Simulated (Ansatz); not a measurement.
**Si₂H₃Cl₃: basis-set convergence**

An exercise on one series of results from a longer session: the logs are not shown, and one member is left open.

Program: Ansatz 0.2.0, Gaussian basis. Level of theory: one geometry, several basis sets. These are calculated values, not measurements.

Plan: PBE0-D4/def2-SVP; ωB97M-V/def2-SVP; PBE0-D4/def2-QZVPP; ωB97M-V/def2-QZVPP; the functionals' def2-TZVPP values are taken from earlier runs.

### The relaxed structure

An earlier PBE0-D4 in a triple-zeta def2 set relaxation fixed the geometry.

SMILES `Cl[SiH2][SiH](Cl)Cl`, 8 atoms, charge 0, spin multiplicity 1.

Atoms are counted from 1 here; the program's logs count them from 0.

Bond lengths: Cl1–Si2 2.056 Å, Si2–Si3 2.338 Å, Si2–H6 1.484 Å, Si2–H7 1.482 Å, Si3–Cl4 2.047 Å, Si3–Cl5 2.052 Å, Si3–H8 1.480 Å. Angles: Cl1–Si2–Si3 108.2°, Cl1–Si2–H6 108.6°, Cl1–Si2–H7 109.1°, Si3–Si2–H6 110.6°, Si3–Si2–H7 110.0°, H6–Si2–H7 110.3°, Si2–Si3–Cl4 109.1°, Si2–Si3–Cl5 107.6°, Si2–Si3–H8 114.7°, Cl4–Si3–Cl5 109.8°, Cl4–Si3–H8 107.8°, Cl5–Si3–H8 107.9°.

The first run:

in.yaml

```yaml
crystal:
  periodic: [false, false, false]
  atoms:
    - {symbol: Cl, position_ang: [-0.458726, 0.128409, 2.609592]}
    - {symbol: Si, position_ang: [-0.094290, 0.920778, 0.747297]}
    - {symbol: Si, position_ang: [0.244634, -0.847419, -0.744068]}
    - {symbol: Cl, position_ang: [-1.463117, -1.970546, -0.847971]}
    - {symbol: Cl, position_ang: [0.656667, -0.037564, -2.583772]}
    - {symbol: H, position_ang: [1.114063, 1.777978, 0.825061]}
    - {symbol: H, position_ang: [-1.266758, 1.723236, 0.324478]}
    - {symbol: H, position_ang: [1.359629, -1.751973, -0.386418]}
basis:
  gaussian: {orbitals: def2-SVP}
hamiltonian: {xc: pbe0, dispersion: d4}
output: {orbitals: {seedname: orbitals}}
```

Among the steps run: PBE0-D4 in def2-SVP; ωB97M-V in def2-SVP; PBE0-D4 in def2-QZVPP; ωB97M-V in def2-QZVPP.

One table of the session follows, with a row left open; its other results are not shown here.

It belongs to the step «Density functionals: the series». 

| functional | basis | HOMO (eV) |
| --- | --- | --- |
| PBE0-D4 | def2-SVP | ? |
| PBE0-D4 | def2-TZVPP | -8.24 |
| PBE0-D4 | def2-QZVPP | -8.27 |
| ωB97M-V | def2-SVP | -10.14 |
| ωB97M-V | def2-TZVPP | -10.27 |
| ωB97M-V | def2-QZVPP | -10.30 |

**Question.** Estimate the row for PBE0-D4, def2-SVP.

As computed: HOMO (eV): -8.16. In the column «HOMO (eV)» it is the highest.
